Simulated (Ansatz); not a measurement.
# TiB4Mo: the cost of one run

Method: DFT r2SCAN, scalar-relativistic, plane waves, PAW, in Ansatz 0.2.0.

## (1) Starting point

It takes space group P6/mmm (No. 191, hexagonal). The conventional cell has a = 3.053 Å, b = 3.053 Å, c = 6.451 Å, α = 90.00°, β = 90.00°, γ = 120.00°. Around Ti (site symmetry 6/mmm) lie 12 B at 2.36 Å. B (site symmetry 3m) is surrounded by 3 B at 1.76 Å and 3 Ti at 2.36 Å and 3 Mo at 2.42 Å. Around Mo (site symmetry 6/mmm) lie 12 B at 2.42 Å.

As a file:

```cif
data_structure
_symmetry_space_group_name_H-M 'P6/mmm'
_symmetry_Int_Tables_number 191
_cell_length_a 3.0531
_cell_length_b 3.0531
_cell_length_c 6.4506
_cell_angle_alpha 90.000
_cell_angle_beta 90.000
_cell_angle_gamma 120.000
_cell_volume 52.07
loop_
_atom_site_label
_atom_site_type_symbol
_atom_site_symmetry_multiplicity
_atom_site_Wyckoff_symbol
_atom_site_fract_x
_atom_site_fract_y
_atom_site_fract_z
_atom_site_occupancy
Ti1 Ti 1 b 0.00000 0.00000 0.50000 1
B1 B 4 h 0.33333 0.66667 0.74380 1
Mo1 Mo 1 a 0.00000 0.00000 0.00000 1
```

The structure comes from the Materials Project (structure only).

## (2) The base run

input.yaml

```yaml
crystal:
  lattice:
    - [3.0531438851, 0.0, 0.0]
    - [-1.5265719425, 2.6441001659, 0.0]
    - [0.0, 0.0, 6.450592]
  atoms:
    - { symbol: Ti, position: [0.0, 0.0, 0.5] }
    - { symbol: B, position: [0.33333333, 0.66666667, 0.743802] }
    - { symbol: B, position: [0.33333333, 0.66666667, 0.256198] }
    - { symbol: B, position: [0.66666667, 0.33333333, 0.743802] }
    - { symbol: B, position: [0.66666667, 0.33333333, 0.256198] }
    - { symbol: Mo, position: [0.0, 0.0, 0.0] }
basis:
  ecutwfc: 500
  fft_grid_basis: typed
kpoints:
  mp_grid: { grid: [12, 12, 6] }
hamiltonian:
  xc: r2scan
  pseudopotentials: { kind: paw }
scf:
  occupations: { method: gaussian, width: 0.05 }
output:
  forces: true
  stress: true
  eigenvalues: true
  bader: true
  write_density: true
  volumetric_format: npy
  elf: true
```

Started as:

```
ansatz run input.yaml --threads 2 --pin off --max-ram 4096MiB --backend cpu --events-out ev --progress --plain --runs-dir out
```

What time and memory should one allow on 2 threads of Arm Neoverse N1, shared host?

About 42 s, with a peak of 0.53 GiB.
